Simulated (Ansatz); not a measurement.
# Hg3O2: the cost of one run

Program: Ansatz 0.2.0. Level of theory: DFT PBE, scalar-relativistic, plane waves, PAW. These are calculated values, not measurements.

## (1) The system as given

It takes space group R-3c (No. 167, trigonal). Conventional cell: a = 6.156 Å, b = 6.156 Å, c = 16.808 Å, α = 90.00°, β = 90.00°, γ = 120.00°. Hg (site symmetry 2) is surrounded by 4 O at 2.40 to 2.55 Å. O (site symmetry 3) is surrounded by 6 Hg at 2.40 to 2.55 Å.

As a file:

```
CELL_PARAMETERS angstrom
3.07807 1.77713 5.60255
-3.07807 1.77713 5.60255
0.00000 -3.55425 5.60255
ATOMIC_POSITIONS crystal
Hg 0.05625 0.44375 0.75000
Hg 0.75000 0.05625 0.44375
Hg 0.44375 0.75000 0.05625
Hg 0.94375 0.55625 0.25000
Hg 0.25000 0.94375 0.55625
Hg 0.55625 0.25000 0.94375
O 0.85218 0.85218 0.85218
O 0.64782 0.64782 0.64782
O 0.14782 0.14782 0.14782
O 0.35218 0.35218 0.35218
```

(A quick probe on a coarse mesh, which set the mesh and smearing, is not shown.)

## (3) The relaxation

The input, input.yaml:

```yaml
crystal:
  lattice:
    - [3.078072277, 1.7771258577, 5.6025537801]
    - [-3.078072277, 1.7771258577, 5.6025537801]
    - [0.0, -3.5542517155, 5.6025537801]
  atoms:
    - { symbol: Hg, position: [0.05625, 0.44375, 0.75] }
    - { symbol: Hg, position: [0.75, 0.05625, 0.44375] }
    - { symbol: Hg, position: [0.44375, 0.75, 0.05625] }
    - { symbol: Hg, position: [0.94375, 0.55625, 0.25] }
    - { symbol: Hg, position: [0.25, 0.94375, 0.55625] }
    - { symbol: Hg, position: [0.55625, 0.25, 0.94375] }
    - { symbol: O, position: [0.85218, 0.85218, 0.85218] }
    - { symbol: O, position: [0.64782, 0.64782, 0.64782] }
    - { symbol: O, position: [0.14782, 0.14782, 0.14782] }
    - { symbol: O, position: [0.35218, 0.35218, 0.35218] }
basis:
  ecutwfc: 420
kpoints:
  mp_grid: { grid: [6, 6, 6] }
hamiltonian:
  xc: pbe
scf:
  occupations: { method: gaussian, width: 0.1 }
output:
  forces: true
  stress: true
  eigenvalues: true
relax:
  adjacent_minimum: "off"
  f_tol: 0.01
  max_steps: 80
  cell: { stress_tol: 0.05 }
```

Started as:

```console
ansatz run input.yaml --threads 1 --pin off --max-ram 2560MiB --backend cpu --events-out ev --progress --plain --runs-dir out
```

**Question.** How long does this run take on 1 thread of AMD EPYC 9R45 (Zen 5), shared host, and how much memory does it need?

About 5.9 min, with a peak of 0.82 GiB.
